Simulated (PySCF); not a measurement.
**TaCl₃: relaxation and vibrations of the singlet**

The task is one start of a wider search on TaCl₃: the singlet, from a trigonal pyramidal start. It is relaxed, tested by its Hessian and followed downhill if it is a saddle.

The runs use PySCF 2.14.0; PBE0, basis Ta def2-TZVP with ECP60, Cl def2-TZVP, scalar-relativistic core potentials, no spin–orbit coupling, density fitting.

## 1. The system as given

4 atoms, charge 0, spin multiplicity 1.

Bond lengths: Ta1–Cl2 2.450 Å, Ta1–Cl3 2.450 Å, Ta1–Cl4 2.450 Å. Angles: Cl2–Ta1–Cl3 99.8°, Cl2–Ta1–Cl4 99.8°, Cl3–Ta1–Cl4 99.8°.

Z-matrix (Å, degrees; charge 0 multiplicity 1):
```
Ta
Cl 1 2.4500
Cl 1 2.4500 2 99.75
Cl 1 2.4500 2 99.75 3 -101.77
```

## 2. Finding the electronic state

One driver script runs all steps and calls PySCF; scf.py shows how it sets up the SCF of each step. The optimiser is the driver's own. After this first run the driver tries any further starts and a stability analysis.

scf.py reads:

```python
from pyscf import gto, scf, dft
mol = gto.M(atom='''
Ta     0.000000     0.000000     0.000000
Cl     2.163200     0.000000     1.150200
Cl    -1.081600     1.873400     1.150200
Cl    -1.081600    -1.873400     1.150200''',
    basis={'Ta': 'def2-TZVP', 'Cl': 'def2-TZVP'},
    ecp={'Ta': 'def2-TZVP'},
    charge=0, spin=0)
mf = dft.RKS(mol, xc='PBE0')
mf.grids.atom_grid = (50, 194)
aux = {'Ta': 'def2-universal-JKFIT', 'Cl': 'def2-universal-JKFIT'}
mf = mf.density_fit(auxbasis=aux)
mf.conv_tol = 1e-08
mf.diis_space = 10
mf.max_cycle = 60
mf.init_guess = 'minao'
mf.verbose = 4
mf.kernel()
```

Started as:

```console
OMP_NUM_THREADS=4 python axn.py task.json out
```

The program printed:

```text
init E= -1418.08890085284
  HOMO = -0.35676438936787  LUMO = -0.348320365591667  gap/eV = 0.22977
cycle= 1 E= -1437.13813816955  delta_E=  -19  |g|= 0.663  |ddm|= 5.67
  HOMO = -0.0770263838395125  LUMO = -0.00661408507141034  gap/eV = 1.91602
cycle= 2 E= -1436.80271926968  delta_E= 0.335  |g|= 1.15  |ddm|= 2.17
  HOMO = -0.209781847098385  LUMO = -0.148774447053351  gap/eV = 1.66010
cycle= 3 E= -1437.238089556  delta_E= -0.435  |g|= 0.254  |ddm|= 1.68
  HOMO = -0.200033572685211  LUMO = -0.138263097769595  gap/eV = 1.68086
cycle= 4 E= -1437.25315424099  delta_E= -0.0151  |g|= 0.114  |ddm|= 0.276
  HOMO = -0.206658307487189  LUMO = -0.137254539922101  gap/eV = 1.88857
cycle= 5 E= -1437.25643132661  delta_E= -0.00328  |g|= 0.023  |ddm|= 0.12
  HOMO = -0.204054012693316  LUMO = -0.133683034707424  gap/eV = 1.91489
cycle= 6 E= -1437.25658601183  delta_E= -0.000155  |g|= 0.00533  |ddm|= 0.0263
  HOMO = -0.204265490653849  LUMO = -0.133466416159335  gap/eV = 1.92654
cycle= 7 E= -1437.25659537196  delta_E= -9.36e-06  |g|= 0.00106  |ddm|= 0.00935
  HOMO = -0.204330446896026  LUMO = -0.133411981386309  gap/eV = 1.92979
cycle= 8 E= -1437.25659642024  delta_E= -1.05e-06  |g|= 0.000647  |ddm|= 0.00481
  HOMO = -0.204282956493293  LUMO = -0.133296366914909  gap/eV = 1.93164
cycle= 9 E= -1437.25659668904  delta_E= -2.69e-07  |g|= 0.000228  |ddm|= 0.00259
  HOMO = -0.204268566132363  LUMO = -0.133249012867022  gap/eV = 1.93254
cycle= 10 E= -1437.25659672496  delta_E= -3.59e-08  |g|= 5.82e-05  |ddm|= 0.00136
  HOMO = -0.204261465220605  LUMO = -0.133242111386159  gap/eV = 1.93254
cycle= 11 E= -1437.25659672609  delta_E= -1.13e-09  |g|= 6.95e-06  |ddm|= 9.81e-05
  HOMO = -0.204261693516695  LUMO = -0.133243067034401  gap/eV = 1.93252
Extra cycle  E= -1437.25659672614  delta_E= -4.91e-11  |g|= 4.69e-06  |ddm|= 2.39e-05
converged SCF energy = -1437.25659672614
```

This step, with its further starts and checks, needed 9.3 s of wall time on 4 threads of Intel Xeon 6975P-C (Granite Rapids), shared host.

Energies from each starting density:

```csv
start,energy (Eh)
the minimal-basis guess,-1437.256597
a thermally smeared density,-1437.256597
a smeared PBE density,-1437.256597
```

The test of internal stability and the other starts found no lower closed-shell solution.

## 3. Relaxing the singlet from the trigonal pyramidal start

The program finds C3v symmetry in the start, which this walk keeps.

Edit scf.py of step 2 so:

```diff
@@ -3,4 +3,4 @@
-Ta     0.000000     0.000000     0.000000
-Cl     2.163200     0.000000     1.150200
-Cl    -1.081600     1.873400     1.150200
-Cl    -1.081600    -1.873400     1.150200''',
+Ta     0.000000    -0.000000    -0.422115
+Cl     2.163208    -0.000000     0.728085
+Cl    -1.081604     1.873393     0.728085
+Cl    -1.081604    -1.873393     0.728085''',
@@ -17 +16,0 @@
-mf.init_guess = 'minao'
```

The optimiser's trace:

```csv
step,energy (Eh),change (kJ/mol),largest symmetric gradient (Eh/bohr)
0,-1437.256597,0.00,0.11095
1,-1437.303870,-124.12,0.06464
2,-1437.326363,-183.17,0.01882
3,-1437.336492,-209.77,0.01482
4,-1437.338973,-216.28,0.00929
5,-1437.339927,-218.78,0.00264
6,-1437.340115,-219.28,0.00061
7,-1437.340127,-219.31,0.00012
8,-1437.340127,-219.31,0.00001
```

The walk took 20 s.

Geometry (Å) and forces (eV/Å) at some steps:

```
step 0
Ta   0.000   0.000  -0.422   0.001   0.000   5.705
Cl   2.163   0.000   0.728  -1.956   0.000  -1.903
Cl  -1.082   1.873   0.728   0.978  -1.691  -1.901
Cl  -1.082  -1.873   0.728   0.978   1.691  -1.901
step 1
Ta   0.000   0.000  -0.210  -0.017   0.000   3.324
Cl   2.162   0.000   0.658  -1.085   0.000  -1.125
Cl  -1.081   1.873   0.658   0.551  -0.945  -1.099
Cl  -1.081  -1.873   0.658   0.551   0.945  -1.099
step 4
Ta   0.000   0.000   0.340  -0.004   0.000   0.310
Cl   2.263   0.000   0.474  -0.477   0.000  -0.114
Cl  -1.132   1.960   0.474   0.240  -0.413  -0.098
Cl  -1.132  -1.960   0.474   0.240   0.413  -0.098
step 8
Ta   0.000   0.000   0.440  -0.014   0.000   0.000
Cl   2.243   0.000   0.441   0.003   0.000   0.000
Cl  -1.121   1.942   0.441   0.006   0.003   0.000
Cl  -1.121  -1.942   0.441   0.006  -0.003   0.000
```

It settles in D3h symmetry, 219.3 kJ/mol below the start, after 8 steps: Ta–Cl 2.243 Å (×3); Cl–Ta–Cl 120.0° (×3).

## 4. Is it a minimum? Harmonic modes

The point is checked on the finer grid, and tightened if its gradient asks for it. The Hessian and the dipole derivatives come from central differences of analytic gradients, with steps of 0.02 bohr.

Edit scf.py of step 3 so:

```diff
@@ -3,4 +3,4 @@
-Ta     0.000000    -0.000000    -0.422115
-Cl     2.163208    -0.000000     0.728085
-Cl    -1.081604     1.873393     0.728085
-Cl    -1.081604    -1.873393     0.728085''',
+Ta    -0.000000    -0.000000     0.000000
+Cl     2.243001    -0.000000    -0.000000
+Cl    -1.121501     1.942496     0.000000
+Cl    -1.121501    -1.942496     0.000000''',
@@ -11 +11 @@
-mf.grids.atom_grid = (50, 194)
+mf.grids.atom_grid = (75, 302)
@@ -14 +14 @@
-mf.conv_tol = 1e-08
+mf.conv_tol = 1e-10
```

This SCF starts from the last density.

Log of the central SCF (cycles and frontier levels):

```text
init E= -1437.34031323707
  HOMO = -0.205126495858678  LUMO = -0.0973443530088597  gap/eV = 2.93290
cycle= 1 E= -1437.34031323707  delta_E= 4.55e-13  |g|= 6.79e-06  |ddm|= 1.25e-05
  HOMO = -0.205125659425875  LUMO = -0.0973436803213987  gap/eV = 2.93290
Extra cycle  E= -1437.34031323706  delta_E= 1.09e-11  |g|= 9.86e-06  |ddm|= 1.55e-05
converged SCF energy = -1437.34031323706
```

The whole step took 23 s.

Geometry: D3h; Ta–Cl 2.243 Å (×3); Cl–Ta–Cl 120.0° (×3).

Harmonic modes (main isotopes):

```
symmetry  ω (cm⁻¹)  IR (km/mol)  μ (u)     type
    a2''        89          0.0  49.68     bend
      e'        94          0.1  38.88     bend
     a1'       406          0.0  34.97  stretch
      e'       428          148  43.47  stretch
```

μ is the mass of the mode for normalised Cartesian displacements, not the reduced mass of the usual diatomic formula.

All wavenumbers are real: a minimum.

Properties at this point:

* Dipole moment: 0.00 D
* Highest occupied level: -5.58 eV
* Lowest empty level: -2.65 eV
* Rotational constants: 0.06388, 0.06388, 0.03194 cm⁻¹
* Zero-point energy: 9.2 kJ/mol
* Principal polarisabilities: 73.9, 86.3, 86.3 bohr³
* Atomisation energy without zero-point energy: 1380 kJ/mol
* Principal traceless quadrupole moments about the centre of mass: -3.69, 1.85, 1.85 D Å
* Entropy at 298.15 K and 1 bar: 342.0 J/(mol K)
* Heat capacity Cp at 298.15 K: 75.7 J/(mol K)
* Enthalpy at 298.15 K above 0 K: 18.11 kJ/mol
* Rotational symmetry number: 6

Populations by atom (charges in e):

| atom | Mulliken | Löwdin | polar tensor | Mayer order to Ta1 |
| --- | --- | --- | --- | --- |
| Ta1 | 0.79 | -0.40 | 1.22 | – |
| Cl2,3,4 | -0.26 | 0.13 | -0.41 | 1.26 |

Outer orbital energies (eV). occupied: -11.77, -10.63, -10.63, -10.55, -10.55, -10.34, -10.10, -5.58; empty: -2.65, -2.65, -2.08, -2.08.

Mulliken populations on Ta1 (outside its core potential): s 2.91, p 6.28, d 2.93, f 0.09.

## 5. A spin-polarised start

A stability analysis found the closed shell of the lowest minimum unstable towards spin polarisation, so the unrestricted solution is followed.

The program finds D3h symmetry in the start, which may break. The walk stops when the largest gradient is under 0.0003 Eh/bohr and the energy has settled too.

Edit scf.py of step 4 so:

```diff
@@ -4 +4 @@
-Cl     2.243001    -0.000000    -0.000000
+Cl     2.243001     0.000000    -0.000000
@@ -10,2 +10,2 @@
-mf = dft.RKS(mol, xc='PBE0')
-mf.grids.atom_grid = (75, 302)
+mf = dft.UKS(mol, xc='PBE0')
+mf.grids.atom_grid = (50, 194)
@@ -14 +14 @@
-mf.conv_tol = 1e-10
+mf.conv_tol = 1e-08
```

Energy and gradient, step by step:

```csv
step,energy (Eh),change (kJ/mol),largest gradient (Eh/bohr)
0,-1437.344341,0.00,0.00858
1,-1437.344767,-1.12,0.00380
2,-1437.344924,-1.53,0.00164
3,-1437.345005,-1.74,0.00207
4,-1437.345081,-1.94,0.00161
5,-1437.345093,-1.97,0.00063
6,-1437.345095,-1.98,0.00105
7,-1437.345107,-2.01,0.00045
8,-1437.345110,-2.02,0.00026
```

The walk took 31 s.

Positions (Å) and forces (eV/Å) along the way:

```
step 0
Ta   0.000   0.000   0.000   0.049   0.435   0.000
Cl   2.243   0.000   0.000   0.289  -0.113   0.000
Cl  -1.121   1.942   0.000  -0.141   0.119   0.000
Cl  -1.121  -1.942   0.000  -0.197  -0.442   0.000
step 1
Ta   0.001   0.011   0.000  -0.023   0.195   0.000
Cl   2.255  -0.011   0.000   0.093  -0.095   0.000
Cl  -1.134   1.952   0.000  -0.061   0.021   0.000
Cl  -1.122  -1.953   0.000  -0.009  -0.121   0.000
step 4
Ta  -0.004   0.050   0.003   0.000  -0.075  -0.006
Cl   2.258  -0.074  -0.001  -0.075  -0.002   0.002
Cl  -1.177   1.975  -0.001   0.012  -0.005   0.002
Cl  -1.077  -1.951  -0.001   0.063   0.082   0.002
step 8
Ta  -0.008   0.052   0.000  -0.014  -0.004   0.001
Cl   2.249  -0.082   0.000   0.000   0.004   0.000
Cl  -1.177   1.980   0.000   0.006   0.006   0.000
Cl  -1.065  -1.951   0.000   0.008  -0.006   0.000
```

After 8 steps and 2.0 kJ/mol it ends at Cs: Ta–Cl 2.254 Å, Ta–Cl 2.261 Å, Ta–Cl 2.265 Å; Cl–Ta–Cl 114.4°, Cl–Ta–Cl 120.9°, Cl–Ta–Cl 124.6°.

## 6. Hessian and properties

The same treatment as at the point before.

Edit scf.py of step 5 so:

```diff
@@ -3,4 +3,4 @@
-Ta    -0.000000    -0.000000     0.000000
-Cl     2.243001     0.000000    -0.000000
-Cl    -1.121501     1.942496     0.000000
-Cl    -1.121501    -1.942496     0.000000''',
+Ta    -0.012284     0.021266    -0.000000
+Cl     2.248287    -0.090170     0.000009
+Cl    -1.139563     1.972757    -0.000029
+Cl    -1.045159    -1.992628     0.000022''',
@@ -11 +11 @@
-mf.grids.atom_grid = (50, 194)
+mf.grids.atom_grid = (75, 302)
@@ -14 +14 @@
-mf.conv_tol = 1e-08
+mf.conv_tol = 1e-10
```

SCF at the final geometry:

```text
init E= -1437.34526673552
[... the frontier-level lines of each cycle are left out ...]
cycle= 1 E= -1437.34526673553  delta_E= -5.68e-12  |g|= 1.36e-06  |ddm|= 5.71e-06
Extra cycle  E= -1437.34526673553  delta_E= -4.55e-13  |g|= 2.35e-06  |ddm|= 4.73e-06
converged SCF energy = -1437.34526673553  <S^2> = 0.67440906  2S+1 = 1.9229239
```

The whole step needed 2.1 min of wall time on 4 threads of Intel Xeon 6975P-C (Granite Rapids), shared host.

Geometry: C2v; Ta–Cl 2.254 Å, Ta–Cl 2.263 Å (×2); Cl–Ta–Cl 114.3°, Cl–Ta–Cl 122.8° (×2).

Harmonic modes (main isotopes):

| ω (cm⁻¹) | IR (km/mol) |
| --- | --- |
| 29 | 7.4 |
| 81 | 0.3 |
| 92 | 0.3 |
| 380 | 127 |
| 387 | 5.6 |
| 421 | 85.1 |

Every mode is real; the point is a minimum.

The SCF density has lower symmetry than the nuclear frame, so the modes carry no labels.

Properties at this point:

- Dipole moment: 0.40 D
- Highest occupied level: -5.96 eV
- Lowest empty level: -2.66 eV
- Rotational constants: 0.06665, 0.05962, 0.03147 cm⁻¹
- Zero-point energy: 8.3 kJ/mol
- Principal polarisabilities: 68.2, 86.5, 92.3 bohr³
- Atomisation energy without zero-point energy: 1393 kJ/mol
- Principal traceless quadrupole moments about the centre of mass: -0.31, -0.12, 0.43 D Å
- Entropy at 298.15 K and 1 bar: 363.1 J/(mol K)
- Heat capacity Cp at 298.15 K: 76.5 J/(mol K)
- Enthalpy at 298.15 K above 0 K: 18.69 kJ/mol
- Rotational symmetry number: 2
- Spin squared ⟨S²⟩: 0.674

Charges (e) and bond orders:

```
 atom  Mulliken  Löwdin  polar tensor  spin (Mulliken)  Mayer order to Ta1
  Ta1      0.85   -0.31          1.64             0.00                   –
Cl2,4     -0.28    0.10         -0.57             0.00                1.21
  Cl3     -0.28    0.11         -0.50             0.00                1.23
```

Mulliken populations on Ta1 (outside its core potential): s 2.79, p 6.29, d 2.99, f 0.08.

## 7. All stationary points

| spin | group | bonds | imaginary modes (cm⁻¹) | ΔE (kJ/mol) | with zero-point energy |
| --- | --- | --- | --- | --- | --- |
| broken-symmetry (Ms = 0) | C2v (density of lower symmetry) | Ta–Cl 2.254 Å, Ta–Cl 2.263 Å (×2) | none | 0.0 | 0.0 |
| singlet | D3h | Ta–Cl 2.243 Å (×3) | none | 13.0 | 13.9 |

## 8. Results

| quantity | value |
| --- | --- |
| minimum | broken-symmetry (Ms = 0), C2v |
| geometry | Ta–Cl 2.254 Å, Ta–Cl 2.263 Å (×2); Cl–Ta–Cl 114.3°, Cl–Ta–Cl 122.8° (×2) |
| wavenumbers (cm⁻¹) | 29, 81, 92, 380, 387, 421 |
| dipole moment | 0.40 D |
| highest occupied, lowest empty level (either spin) | -5.96, -2.66 eV |
| polar-tensor charge of Ta1 | +1.64 e |
| zero-point energy | 8.3 kJ/mol |
| entropy at 298.15 K | 363.1 J/(mol K) |
| atomisation energy (no zero-point energy) | 1393 kJ/mol |
| ⟨S²⟩ | 0.674 |

**Reading.** From C3v at the start the molecule goes to a C2v minimum. The determinant is spin-contaminated (⟨S²⟩ = 0.67 against 0.00), so it is no pure spin state. The strongest infrared band lies at 380 cm⁻¹ (stretch). Only this shape and spin were tried, so other structures or states may lie lower. The SCF density has lower symmetry than the nuclear frame. With an element this heavy the missing spin–orbit coupling can shift these numbers.

The search up to here took 3.6 min.
